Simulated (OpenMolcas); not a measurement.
**Mo⁴⁺ among point charges: CASSCF and CASPT2 levels and susceptibility**

Aim: the splitting of the states of Mo⁴⁺ in the field of 6 point charges, its lowest levels with spin-orbit coupling and its magnetic susceptibility.

Method: state-averaged CASSCF and CASPT2, spin-orbit coupling by RASSI with atomic mean-field integrals. Code: OpenMolcas 26.06.

## (1) The atom as given

| Quantity | Value |
| --- | --- |
| Species | Mo⁴⁺ (molybdenum, Z = 42, 38 electrons) |
| Basis | ANO-RCC-VDZP [6s5p3d1f], 43 functions |
| Scalar Hamiltonian | DKH2, point nucleus |
| Inactive shells | 1s 2s 2p 3s 3p 3d 4s 4p |
| Active space | 2 electrons in 5 orbitals (4d) |
| Some configurations of this space | 4d2 |
| Orbitals | optimised for each spin and parity, averaged over all roots |

Outer shells as boxes (Hund's rule):

4d2
```
4d [↑ ][↑ ][  ][  ][  ]
```

The ion sits among 6 point charges of -1.7 e arranged as a tetragonal octahedron (D4h), 2.01 Å from the ion, with the axial distance 2.211 Å.

The work runs as a chain of OpenMolcas steps in one folder; each step below is one input file. Labels, J, g values, rates, χT and fits are worked out afterwards by a script from the matrices that RASSI stores. The input lists half of the charges; inversion (Group=XYZ) makes the rest.

## (2) One- and two-electron integrals

The input, a.inp:

```
&GATEWAY
Coord
1

Mo 0.0 0.0 0.0
Basis=ANO-RCC-VDZP
Group=XYZ
NoMove
AngMom=0.0 0.0 0.0
AMFI
XField
3 Angstrom 0
2.010000 0.000000 0.000000 -1.700000
0.000000 2.010000 0.000000 -1.700000
0.000000 0.000000 2.211000 -1.700000
&SEWARD
```

Run with:

```sh
> OMP_NUM_THREADS=1 MOLCAS_MEM=1689 MOLCAS_PROJECT=a pymolcas a.inp > a.log
```

## (3) CASSCF: triplets of even parity, 10 roots

The input, a.inp:

```
&RASSCF
FileOrb=start.orb
Symmetry=1
Spin=3
nActEl=2 0 0
Inactive=9 9
Ras2=5 0
CIRoot=10 10 1
SDav=10
CIMx=300
Iter=120 100
PrWF=0.3
OrbListing=Nothing
MaxOrb=0
>>> COPY $Project.JobIph JOB001
```

start.orb holds the contracted functions of the basis, ordered by shell, or the orbitals of the step before.

## (4) CASSCF: singlets of even parity, 15 roots

The input, a.inp:

```
&RASSCF
FileOrb=start.orb
Symmetry=1
Spin=1
nActEl=2 0 0
Inactive=9 9
Ras2=5 0
CIRoot=15 15 1
SDav=15
CIMx=300
Iter=120 100
PrWF=0.3
OrbListing=Nothing
MaxOrb=0
>>> COPY $Project.JobIph JOB002
```

## (5) RASSI: spin-orbit coupling between the states

The input, a.inp:

```
&RASSI
NrOfJobIphs=2 10 15
1 2 3 4 5 6 7 8 9 10
1 2 3 4 5 6 7 8 9 10 11 12 13 14 15
IphNames
JOB001
JOB002
EJob
SpinOrbit
DIPRint=1.0
SOCoupling=1000.0
Subsets=2
Property=9
'ANGMOM' 1 'ANGMOM' 2 'ANGMOM' 3 'MLTPL  1' 1 'MLTPL  1' 2 'MLTPL  1' 3
'AMFI' 1 'AMFI' 2 'AMFI' 3
SOProperty=3
'ANGMOM' 1 'ANGMOM' 2 'ANGMOM' 3
```

## (6) CASPT2: IPEA 0.25, imaginary shift 0.1 (closed shells correlated: 4s 4p)

The input, a.inp:

```
>>> COPY JOB001 $Project.JobIph
&CASPT2
Multistate=10 1 2 3 4 5 6 7 8 9 10
NoMult
Frozen=8 6
IPEA=0.25
Imaginary=0.1
MaxIter=60
WThr=0.0 0.3 0.05
PrWF=0.5
NoMix
>>> COPY JOB002 $Project.JobIph
&CASPT2
Multistate=15 1 2 3 4 5 6 7 8 9 10 11 12 13 14 15
NoMult
Frozen=8 6
IPEA=0.25
Imaginary=0.1
MaxIter=60
WThr=0.0 0.3 0.05
PrWF=0.5
NoMix
```

(Steps that only read results are left out.)

Q: Predict the outcome of this session. Wanted: spin-free ground state; first state of the same spin within the active space; lowest level; next level.

As calculated:

```
                                            quantity                                                                        value
                                              method  SS-CASPT2, IPEA 0.25, imaginary shift 0.1 (closed shells correlated: 4s 4p)
                              spin-free ground state                                              3A2, 1-fold in its orbital part
first state of the same spin within the active space                                                              3E at 1720 cm⁻¹
                                        lowest level                                                                    1-fold A1
                                          next level                                                                   270.2 cm⁻¹
                                         χT at 300 K                                                               0.33 cm³ K/mol
                           effective moment at 300 K                                                                      1.61 μB
```

Cost by method:

| method | time of its own steps | time with the reference |
| --- | --- | --- |
| A. CASSCF | 4.7 s | 4.7 s |
| B. SS-CASPT2, IPEA 0.25, imaginary shift 0.1, +4s 4p | 1.6 s | 6.3 s |

Times are of one thread on a shared host.

In words: The spin-free ground state (3A2) comes to 94 % from free-ion F terms and keeps the highest spin of the shell. χT at 300 K is 0.33, against 1.00 cm³ K/mol for the spin alone, so spin-orbit coupling lowers it. The field of point charges can differ much from that of real complexes. Point charges carry no covalency, so the field is a model and not that of real ligands.
